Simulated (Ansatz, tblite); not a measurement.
# The cluster Ag3Te4+: rung by rung

Aim: run the singlet of the cluster Ag3Te4+ at one geometry on many levels, and compare frontier levels, spin and run time.

The runs use Ansatz 0.2.0, Gaussian basis; as each input shows.

The runs, in order: GFN1-xTB, GFN2-xTB, PBE-D4/def2-TZVP, r2SCAN-D4/def2-TZVP, HSE06-D4/def2-TZVP, BLYP-D4/def2-TZVP, PBE-D4/def2-SVP, PBE0-D4/def2-SVP, MP2/def2-TZVP, RPA/def2-TZVP.

6 further runs of the same task are left out: 4 that didn't finish, 2 set aside as unsound or not needed. Runs told in other sessions of the task aren't counted.

## (1) The geometry

The geometry is that of the singlet, from an earlier relaxation (PBE-D4/def2-SVP). At that level it is the lowest of the isomers that a small search found.

7 atoms, charge 1, spin multiplicity 1.

Bond lengths: Ag1–Te5 2.829 Å, Ag1–Te7 2.763 Å, Ag2–Te4 2.764 Å, Ag2–Te6 2.829 Å, Ag3–Te4 2.730 Å, Ag3–Te7 2.730 Å, Te4–Te5 2.842 Å, Te5–Te6 2.867 Å, Te6–Te7 2.842 Å. Angles: Te5–Ag1–Te7 101.9°, Te4–Ag2–Te6 101.9°, Te4–Ag3–Te7 127.0°, Ag2–Te4–Ag3 68.3°, Ag2–Te4–Te5 75.9°, Ag3–Te4–Te5 86.8°, Ag1–Te5–Te4 91.6°, Ag1–Te5–Te6 74.6°, Te4–Te5–Te6 99.0°, Ag2–Te6–Te5 74.6°, Ag2–Te6–Te7 91.7°, Te5–Te6–Te7 99.0°, Ag1–Te7–Ag3 68.3°, Ag1–Te7–Te6 75.9°, Ag3–Te7–Te6 86.8°.

Ag, Te take a core potential in the def2 sets. No spin-orbit coupling is included. The ion is computed in the gas phase, without counter-ions or solvent.

PBE0-D4/def2-TZVP was run before; its log isn't repeated, and its numbers join the tables.

## (2) GFN1-xTB

Tight binding, by tblite at 300 K electronic temperature and without a spin-polarisation term:

```python
tblite.interface.Calculator('GFN1-xTB', numbers, positions, charge=1, uhf=0).singlepoint()
```

Energy -718.1684 eV, HOMO -14.47 eV, LUMO -12.69 eV; 0.011 s.

## (3) GFN2-xTB

Tight binding, by tblite at 300 K electronic temperature and without a spin-polarisation term:

```python
tblite.interface.Calculator('GFN2-xTB', numbers, positions, charge=1, uhf=0).singlepoint()
```

Energy -648.8109 eV, HOMO -14.63 eV, LUMO -12.48 eV; 0.018 s.

## (4) PBE-D4/def2-TZVP

start.molden holds the orbitals of an earlier run on this state, given as this run's starting guess.

Input file in.yaml:

```yaml
crystal:
  periodic: [false, false, false]
  atoms:
    - {symbol: Ag, position_ang: [-1.573704, -1.683645, -0.444097]}
    - {symbol: Ag, position_ang: [1.545905, 1.736762, 0.320816]}
    - {symbol: Ag, position_ang: [0.393320, -0.747985, 1.739805]}
    - {symbol: Te, position_ang: [2.395206, -0.857169, -0.112628]}
    - {symbol: Te, position_ang: [0.381250, -0.452991, -2.077257]}
    - {symbol: Te, position_ang: [-1.038465, 1.702610, -0.829622]}
    - {symbol: Te, position_ang: [-2.103522, 0.302408, 1.402982]}
basis:
  gaussian: {orbitals: def2-TZVP, initial_orbitals: start.molden}
total_charge: 1
hamiltonian: {xc: pbe, dispersion: d4}
scf: {omitted_lower_state_checks: [starts]}
output: {forces: true, orbitals: {seedname: orbitals}}
```

The run is started by

```
$ ansatz run in.yaml --threads 4 --pin off --events-out ev --progress --plain --max-ram 4787MiB
```

After this run come: r2SCAN-D4/def2-TZVP; HSE06-D4/def2-TZVP; BLYP-D4/def2-TZVP; PBE-D4/def2-SVP; PBE0-D4/def2-SVP; MP2/def2-TZVP; RPA/def2-TZVP.

Before running them: what should the planned runs give, taken together? Wanted: gap in def2-TZVP, named functionals, smallest and largest; correlation energy, MP2/def2-TZVP; PBE0 total energy, smallest basis above largest.

**Answer**, as computed:

| quantity | value |
| --- | --- |
| gap in def2-TZVP, named functionals, smallest and largest | 1.40 eV (BLYP-D4), 3.08 eV (PBE0-D4) |
| correlation energy, MP2/def2-TZVP | -89.70 eV |
| PBE0 total energy, smallest basis above largest | 4.21 eV (def2-SVP, def2-TZVP) |

Orbital gaps of the named functionals in def2-TZVP span 1.40 eV (BLYP-D4) to 3.08 eV (PBE0-D4); exact exchange widens it.
